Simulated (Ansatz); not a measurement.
# FeSi23C24: the cost of one run

Method: DFT, PBE, plane-wave PAW, default files, scalar-relativistic, as far as a step names no other, in Ansatz 0.2.0.

1 further run of the same task is left out (it didn't finish).

## Step 1: The starting structure

It takes space group P1 (No. 1, triclinic). The conventional cell has a = 6.152 Å, b = 8.138 Å, c = 10.096 Å, α = 90.00°, β = 90.00°, γ = 100.89°. Fe (site symmetry 1) has 4 C at 1.87 to 1.94 Å as nearest neighbours. Around Si (site symmetry 1) lie 4 C at 1.87 to 1.94 Å. Only part of the 48 independent sites is listed.

Coordinates:

```
Fe Si C
1.0
     6.15200    0.00000    0.00000
    -4.61400    7.99168    0.00000
     0.00000    0.00000   10.09600
Fe Si C
1 23 24
Cartesian
  0.0000 1.7759 0.0000
  0.0000 1.7759 5.0480
  -1.5380 4.4398 0.0000
  -1.5380 4.4398 5.0480
  -3.0760 7.1037 0.0000
  -3.0760 7.1037 5.0480
  3.0760 1.7759 0.0000
  3.0760 1.7759 5.0480
  1.5380 4.4398 0.0000
  1.5380 4.4398 5.0480
  0.0000 7.1037 0.0000
  0.0000 7.1037 5.0480
  1.5380 0.8880 2.5240
  1.5380 0.8880 7.5720
  0.0000 3.5519 2.5240
  0.0000 3.5519 7.5720
  -1.5380 6.2158 2.5240
  -1.5380 6.2158 7.5720
  4.6140 0.8880 2.5240
  4.6140 0.8880 7.5720
  3.0760 3.5519 2.5240
  3.0760 3.5519 7.5720
  1.5380 6.2158 2.5240
  1.5380 6.2158 7.5720
  0.0000 1.7759 1.9435
  0.0000 1.7759 6.9915
  -1.5380 4.4398 1.9435
  -1.5380 4.4398 6.9915
  -3.0760 7.1037 1.9435
  -3.0760 7.1037 6.9915
  3.0760 1.7759 1.9435
  3.0760 1.7759 6.9915
  1.5380 4.4398 1.9435
  1.5380 4.4398 6.9915
  0.0000 7.1037 1.9435
  0.0000 7.1037 6.9915
  1.5380 0.8880 4.4675
  1.5380 0.8880 9.5155
  0.0000 3.5519 4.4675
  0.0000 3.5519 9.5155
  -1.5380 6.2158 4.4675
  -1.5380 6.2158 9.5155
  4.6140 0.8880 4.4675
  4.6140 0.8880 9.5155
  3.0760 3.5519 4.4675
  3.0760 3.5519 9.5155
  1.5380 6.2158 4.4675
  1.5380 6.2158 9.5155
```

Atom 1 of the input is the impurity.

## Step 2: Gradients at the starting positions

Input file input.yaml:

```yaml
crystal:
  lattice:
    - [6.152, 0.0, 0.0]
    - [-4.614, 7.991682426, 0.0]
    - [0.0, 0.0, 10.096]
  atoms:
    - { symbol: Fe, position: [0.1666666666, 0.2222222222, 0.0], spin: 5.0 }
    - { symbol: Si, position: [0.1666666666, 0.2222222222, 0.5] }
    - { symbol: Si, position: [0.1666666666, 0.5555555556, 0.0] }
    - { symbol: Si, position: [0.1666666666, 0.5555555556, 0.5] }
    - { symbol: Si, position: [0.1666666666, 0.8888888889, 0.0] }
    - { symbol: Si, position: [0.1666666666, 0.8888888889, 0.5] }
    - { symbol: Si, position: [0.6666666666, 0.2222222222, 0.0] }
    - { symbol: Si, position: [0.6666666666, 0.2222222222, 0.5] }
    - { symbol: Si, position: [0.6666666666, 0.5555555556, 0.0] }
    - { symbol: Si, position: [0.6666666666, 0.5555555556, 0.5] }
    - { symbol: Si, position: [0.6666666666, 0.8888888889, 0.0] }
    - { symbol: Si, position: [0.6666666666, 0.8888888889, 0.5] }
    - { symbol: Si, position: [0.3333333334, 0.1111111111, 0.25] }
    - { symbol: Si, position: [0.3333333334, 0.1111111111, 0.75] }
    - { symbol: Si, position: [0.3333333334, 0.4444444444, 0.25] }
    - { symbol: Si, position: [0.3333333334, 0.4444444444, 0.75] }
    - { symbol: Si, position: [0.3333333334, 0.7777777778, 0.25] }
    - { symbol: Si, position: [0.3333333334, 0.7777777778, 0.75] }
    - { symbol: Si, position: [0.8333333334, 0.1111111111, 0.25] }
    - { symbol: Si, position: [0.8333333334, 0.1111111111, 0.75] }
    - { symbol: Si, position: [0.8333333334, 0.4444444444, 0.25] }
    - { symbol: Si, position: [0.8333333334, 0.4444444444, 0.75] }
    - { symbol: Si, position: [0.8333333334, 0.7777777778, 0.25] }
    - { symbol: Si, position: [0.8333333334, 0.7777777778, 0.75] }
    - { symbol: C, position: [0.1666666666, 0.2222222222, 0.1925] }
    - { symbol: C, position: [0.1666666666, 0.2222222222, 0.6925] }
    - { symbol: C, position: [0.1666666666, 0.5555555556, 0.1925] }
    - { symbol: C, position: [0.1666666666, 0.5555555556, 0.6925] }
    - { symbol: C, position: [0.1666666666, 0.8888888889, 0.1925] }
    - { symbol: C, position: [0.1666666666, 0.8888888889, 0.6925] }
    - { symbol: C, position: [0.6666666666, 0.2222222222, 0.1925] }
    - { symbol: C, position: [0.6666666666, 0.2222222222, 0.6925] }
    - { symbol: C, position: [0.6666666666, 0.5555555556, 0.1925] }
    - { symbol: C, position: [0.6666666666, 0.5555555556, 0.6925] }
    - { symbol: C, position: [0.6666666666, 0.8888888889, 0.1925] }
    - { symbol: C, position: [0.6666666666, 0.8888888889, 0.6925] }
    - { symbol: C, position: [0.3333333334, 0.1111111111, 0.4425] }
    - { symbol: C, position: [0.3333333334, 0.1111111111, 0.9425] }
    - { symbol: C, position: [0.3333333334, 0.4444444444, 0.4425] }
    - { symbol: C, position: [0.3333333334, 0.4444444444, 0.9425] }
    - { symbol: C, position: [0.3333333334, 0.7777777778, 0.4425] }
    - { symbol: C, position: [0.3333333334, 0.7777777778, 0.9425] }
    - { symbol: C, position: [0.8333333334, 0.1111111111, 0.4425] }
    - { symbol: C, position: [0.8333333334, 0.1111111111, 0.9425] }
    - { symbol: C, position: [0.8333333334, 0.4444444444, 0.4425] }
    - { symbol: C, position: [0.8333333334, 0.4444444444, 0.9425] }
    - { symbol: C, position: [0.8333333334, 0.7777777778, 0.4425] }
    - { symbol: C, position: [0.8333333334, 0.7777777778, 0.9425] }
magnetization:
  spin_polarized: true
total_charge: -1
kpoints:
  mp_grid: { grid: [4, 3, 2] }
scf:
  occupations: { method: fermi_dirac, width: 0.01 }
hamiltonian:
  xc: pbe
  pseudopotentials: { kind: paw }
output:
  forces: true
  stress: true
  populations: true
  efg: { quadrupole_moments_barn: { Fe: 0.16 }, contact_densities: true }
```

Started as:

```
$ ansatz run input.yaml --threads 4 --pin off --max-ram 8192MiB --backend cpu --events-out ev --progress --plain --runs-dir out
```

What time and memory should one allow on 4 threads of Arm Neoverse V2, shared host?

About 2.3 min, with a peak of 2.7 GiB.
